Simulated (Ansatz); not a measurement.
Crystal: GdO.

```
Gd O
1.0
     0.00000    2.70000    2.70000
     2.70000    0.00000    2.70000
     2.70000    2.70000    0.00000
Gd O
1 1
Direct
  0.00000 0.00000 0.00000
  0.25000 0.25000 0.25000
```

The cell comes from a database or a generator and needn't be the stable form of this composition.

Base run:

| Item | Value |
| --- | --- |
| Program | Ansatz 0.2.0 |
| Functional | PBE |
| Potentials or basis | Ansatz PAW |
| Cutoff | 420 eV |
| Density cutoff | 1680 eV |
| k mesh | 6 × 6 × 6 |
| Occupations | gaussian, width 0.05 eV |
| Spin | no spin polarisation |
| Hubbard terms | Gd f U = 8 eV |

Its results: pressure -2.0 GPa.

Question: The run is repeated on the same cell with these changes: spin from no spin polarisation to non-collinear spin, random start; hubbard terms from Gd f U = 8 eV to Gd f U = 7 eV. What comes out?

Answer: Pressure 0.0 GPa; net moment 7.92 μB per cell.

Several settings changed at once, so the effect can't be laid on one alone.

Caveats: the magnetic or orbital state may not be the lowest; a cell with one magnetic atom can't hold antiferromagnetic order, which such compounds often take (some runs).

Not every run made on this cell is shown here.
